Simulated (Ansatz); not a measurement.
# Al(H2S)F3 (AlF₃H₂S): geometry, orbitals and charge

What does Al(H2S)F3 (AlF₃H₂S) look like as a singlet, and where do its frontier electrons sit?

Method: RKS PBE0-D4/def2-TZVP; program: Ansatz 0.2.0, Gaussian basis.

The runs, in order: relaxation at PBE-D4/def2-SVP; a search for the lowest solution at PBE0-D4/def2-SVP; a single point at PBE0-D4/def2-TZVP; harmonic vibrations at PBE-D4/def2-SVP.

## Step 1: The system as given

7 atoms, charge 0, spin multiplicity 1.

Atoms are counted from 1 here; the program's logs count them from 0.

Bond lengths: Al1–S2 2.473 Å, Al1–F5 1.643 Å, Al1–F6 1.653 Å, Al1–F7 1.643 Å, S2–H3 1.334 Å, S2–H4 1.334 Å. Angles: S2–Al1–F5 98.8°, S2–Al1–F6 93.4°, S2–Al1–F7 98.6°, F5–Al1–F6 117.1°, F5–Al1–F7 121.4°, F6–Al1–F7 117.1°, Al1–S2–H3 90.3°, Al1–S2–H4 90.1°, H3–S2–H4 92.6°.

Coordinates:

```csv
atom,x (Å),y (Å),z (Å)
Al1,0.1394,-0.2387,-0.9775
S2,0.1467,-0.2468,1.4955
H3,0.5113,1.0364,1.5055
H4,-1.1515,0.0596,1.5036
F5,1.7611,-0.1804,-1.2336
F6,-0.6889,1.1884,-1.0690
F7,-0.7182,-1.6185,-1.2244
```

The start is a GFN2-xTB geometry.

## Step 2: Relaxation at PBE-D4/def2-SVP

File in.yaml:

```yaml
crystal:
  periodic: [false, false, false]
  atoms:
    - {symbol: Al, position_ang: [0.139410, -0.238690, -0.977540]}
    - {symbol: S, position_ang: [0.146750, -0.246790, 1.495460]}
    - {symbol: H, position_ang: [0.511290, 1.036380, 1.505460]}
    - {symbol: H, position_ang: [-1.151450, 0.059610, 1.503580]}
    - {symbol: F, position_ang: [1.761120, -0.180430, -1.233560]}
    - {symbol: F, position_ang: [-0.688880, 1.188410, -1.069040]}
    - {symbol: F, position_ang: [-0.718240, -1.618490, -1.224370]}
basis:
  gaussian: {orbitals: def2-SVP}
hamiltonian: {xc: pbe, dispersion: d4}
scf: {omitted_lower_state_checks: [starts]}
output: {orbitals: {seedname: orbitals}}
relax: {f_tol: 0.02, max_steps: 100}
```

Run with:

```
$ ansatz run in.yaml --threads 4 --pin off --events-out ev --progress --plain --max-ram 3916MiB
```

After this run come: Searching for the lowest solution, PBE0-D4/def2-SVP; Single point, PBE0-D4/def2-TZVP; Vibrations by finite differences.

**Question.** What will the summary of the whole plan be? Wanted: point group; commonest bond, hydrogen aside; HOMO, LUMO at PBE0-D4/def2-TZVP; dipole at PBE-D4/def2-SVP; lowest, highest wavenumber.

The runs gave:

| quantity | value |
| --- | --- |
| point group | Cs |
| commonest bond, hydrogen aside | Al–F, 3 of mean length 1.674 Å |
| HOMO, LUMO at PBE0-D4/def2-TZVP | -9.99, -1.19 eV |
| dipole at PBE-D4/def2-SVP | 4.79 D |
| lowest, highest wavenumber | -65, 2626 cm⁻¹ |

**Reading.** The molecule keeps its bonding pattern by the stored test; the atoms moved 0.08 Å (rms). 1 imaginary mode (down to -65 cm⁻¹): a saddle, not a minimum, unless so soft a mode is numerical noise. The HOMO lies nearest to S2 58 %; F6 13 % and the LUMO to S2 48 %; H3, H4 about 24 % each. The point group is read from a loosely relaxed geometry; soft torsions can leave it below the true symmetry.
